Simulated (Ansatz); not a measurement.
# CH6AlNOSi: the cost of one run

All numbers below are computed with Ansatz 0.2.0 (UKS PBE0/STO-3G).

## Step 1: The starting structure

Bond lengths: O1–Si2 1.675 Å, Si2–C3 1.842 Å, C3–N4 1.506 Å, Si2–Al5 2.315 Å, N4–Al5 1.962 Å, O1–H6 1.051 Å, Si2–H7 1.484 Å, C3–H8 1.068 Å, C3–H9 1.174 Å, N4–H10 0.973 Å, Al5–H11 1.569 Å. Angles (14 of 19 angles, heavy atoms first): O1–Si2–C3 109.3°, O1–Si2–Al5 111.9°, C3–Si2–Al5 77.4°, Si2–C3–N4 106.9°, C3–N4–Al5 97.5°, Si2–Al5–N4 77.7°, O1–Si2–H7 117.8°, C3–Si2–H7 114.3°, Al5–Si2–H7 119.2°, Si2–O1–H6 104.0°, Si2–C3–H8 113.5°, Si2–C3–H9 111.0°, N4–C3–H8 111.3°, N4–C3–H9 108.0°.

As a file:

```xyz
11

O    -2.1282    0.5136    0.3090
Si   -0.5141    0.8573    0.0195
C     0.5382   -0.2757    1.0203
N     1.2815   -1.1555    0.0504
Al    0.3912   -0.5415   -1.5872
H    -2.6372    1.0080   -0.4660
H    -0.0914    2.2789    0.0623
H    -0.0141   -0.8561    1.7260
H     1.3303    0.3263    1.6443
H     2.2234   -0.9161    0.0104
H    -0.3142   -1.2960   -2.7684
```

## Step 2: Preparing the start

Input file input.yaml:

```yaml
crystal:
  periodic: [false, false, false]
  atoms:
    - { symbol: O, position_ang: [-2.1282, 0.5136, 0.309] }
    - { symbol: Si, position_ang: [-0.5141, 0.8573, 0.0195] }
    - { symbol: C, position_ang: [0.5382, -0.2757, 1.0203] }
    - { symbol: "N", position_ang: [1.2815, -1.1555, 0.0504] }
    - { symbol: Al, position_ang: [0.3912, -0.5415, -1.5872] }
    - { symbol: H, position_ang: [-2.6372, 1.008, -0.466] }
    - { symbol: H, position_ang: [-0.0914, 2.2789, 0.0623] }
    - { symbol: H, position_ang: [-0.0141, -0.8561, 1.726] }
    - { symbol: H, position_ang: [1.3303, 0.3263, 1.6443] }
    - { symbol: H, position_ang: [2.2234, -0.9161, 0.0104] }
    - { symbol: H, position_ang: [-0.3142, -1.296, -2.7684] }
magnetization:
  spin_polarized: true
basis:
  gaussian: { orbitals: STO-3G }
hamiltonian:
  xc: pbe0
relax:
  f_tol: 0.02
  max_steps: 40
output:
  orbitals: {}
```

Launch:

```
$ ansatz run input.yaml --threads 1 --pin off --max-ram 2048MiB --backend cpu --events-out ev --progress --plain --runs-dir out
```

What time and memory should one allow on 1 thread of Arm Neoverse V1, shared host?

About 58 s, with a peak of 0.2 GiB.
